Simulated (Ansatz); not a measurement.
# UPBE/def2-SVPD run of GeH2ClO (SMILES [O][GeH2][Cl])

What is the electronic atomisation energy of GeH2ClO at UPBE/def2-SVPD? 

Program for the calculation: Ansatz 0.2.0.

74 further runs of the same task are left out: 1 that didn't finish, 73 set aside as unsound or not needed.

**1. Starting point**

GeH2ClO: 5 atoms, total charge 0, spin state doublet. SMILES: `[O][GeH2][Cl]`. The shape is that of a PBE0-D4/def2-TZVP optimisation.

Bond lengths: O1–Ge2 1.781 Å, Ge2–Cl3 2.144 Å, Ge2–H4 1.531 Å, Ge2–H5 1.531 Å. Angles: O1–Ge2–Cl3 110.8°, O1–Ge2–H4 106.5°, O1–Ge2–H5 106.5°, Cl3–Ge2–H4 108.2°, Cl3–Ge2–H5 108.2°, H4–Ge2–H5 116.7°.

**2. The energy at UPBE/def2-SVPD**

File molecule.yaml:

```yaml
crystal:
  periodic: [false, false, false]
  atoms:
    - {symbol: O, position_ang: [-0.272400, -0.591800, 1.625500]}
    - {symbol: Ge, position_ang: [0.123700, -0.081200, -0.034500]}
    - {symbol: Cl, position_ang: [-1.347100, 1.290100, -0.778900]}
    - {symbol: H, position_ang: [0.081000, -1.343800, -0.899000]}
    - {symbol: H, position_ang: [1.464600, 0.653000, 0.045400]}
basis:
  gaussian:
    orbitals: def2-SVPD
magnetization:
  spin_polarized: true
  initial_magnetization: 1
hamiltonian:
  xc: {name: PBE}
accuracy: high
output:
  orbitals: {seedname: orbitals}
```

Run with:

```console
$ ansatz run molecule.yaml --threads 1 --pin off --max-ram 3480MiB --events-out events.jsonl --progress --plain --runs-dir runs
```

The log of the run:

```text
Warning: RAYON_NUM_THREADS=1 ignored (pool sized by the plan → 1); use --threads N
Functional definition: PBE
  name "PBE"
  parameter kappa = 0.804
  parameter beta = 0.06672455060314922
  exchange = pbe_x(kappa = kappa, mu = beta*pi^2/3)
  correlation = pbe_c(beta = beta)
1996 factors; integrals over basis functions are off by at most 4.4e-9 eV
mean field evaluation 1: about -71074.1729 eV, gradient 5.7e1 eV
mean field evaluation 2: about -70808.9351 eV, gradient 1.5e2 eV
mean field evaluation 4: about -71089.0454 eV, gradient 2.1e1 eV
mean field evaluation 8: about -71091.4487 eV, gradient 6.0e-1 eV
mean field evaluation 16: about -71091.4497 eV, gradient 2.1e-4 eV
mean field evaluation 32: about -71083.0756 eV, gradient 3.0e1 eV
mean field evaluation 64: about -71091.4330 eV, gradient 2.5e-1 eV
mean field -71091.44974674 eV, -2612.5625906775 hartree, gradient 8.2e-8 eV, S^2 0.753479; 5 other end points of the search recorded, 0 dependent functions left out
reference -71091.44975042 eV, -2612.5625908124 hartree; 30, 29 occupied and 74, 75 virtual orbitals, 1996 factors
Total energy: -71091.44975042 eV, -2612.5625908124 hartree
```

Wall time 35 s (1 thread of Intel Xeon Platinum 8259CL at 2.50GHz (Skylake/Cascade Lake), shared host); peak memory 0.35 GiB.

**3. The Cl atom, same level**

File in.yaml:

```yaml
crystal:
  periodic: [false, false, false]
  atoms:
    - {symbol: Cl, position_ang: [0.000000, 0.000000, 0.000000]}
basis:
  gaussian:
    orbitals: def2-SVPD
magnetization:
  spin_polarized: true
  initial_magnetization: 1
hamiltonian:
  xc: pbe
accuracy: high
```

Run the same way, it converges to -459.80679 Eh (log not shown).

**4. The Ge atom, same level**

File run.yaml:

```yaml
crystal:
  periodic: [false, false, false]
  atoms:
    - symbol: Ge
      position_ang: [0.000000, 0.000000, 0.000000]
basis:
  gaussian:
    orbitals: def2-SVPD
magnetization:
  spin_polarized: true
  initial_magnetization: 2
hamiltonian:
  xc: {name: PBE}
accuracy: high
```

Run the same way, it converges to -2076.34158 Eh (log not shown).

**5. The H atom**

File job.yaml:

```yaml
basis:
  gaussian: {orbitals: def2-SVPD}
crystal:
  periodic: [false, false, false]
  atoms:
    - {symbol: H, position_ang: [0.000000, 0.000000, 0.000000]}
magnetization: {spin_polarized: true, initial_magnetization: 1}
hamiltonian: {xc: pbe}
accuracy: high
```

Run the same way, it converges to -0.49863 Eh (log not shown).

**6. The O atom**

File input.yaml:

```yaml
crystal:
  periodic: [false, false, false]
  atoms:
    - {symbol: O, position_ang: [0.000000, 0.000000, 0.000000]}
basis:
  gaussian:
    orbitals: def2-SVPD
magnetization:
  spin_polarized: true
  initial_magnetization: 2
accuracy: high
hamiltonian:
  xc: pbe
```

Run the same way, it converges to -74.92421 Eh (log not shown).

**7. What came out**

Level: UPBE/def2-SVPD.

```
                                    quantity           value
                      molecule: total energy  -2612.56259 Eh
molecule: HOMO energy (highest over α and β)        -7.39 eV
 molecule: LUMO energy (lowest over α and β)        -6.59 eV
                              molecule: ⟨S²⟩           0.753
                       Cl atom: total energy   -459.80679 Eh
                               Cl atom: ⟨S²⟩           0.752
                       Ge atom: total energy  -2076.34158 Eh
                               Ge atom: ⟨S²⟩           2.002
                        H atom: total energy     -0.49863 Eh
                                H atom: ⟨S²⟩           0.750
                        O atom: total energy    -74.92421 Eh
                                O atom: ⟨S²⟩           2.003
               electronic atomisation energy       13.408 eV
```

In words: Taking the molecule apart into free atoms costs 13.41 eV (1294 kJ/mol), before zero-point energy and without spin-orbit coupling.
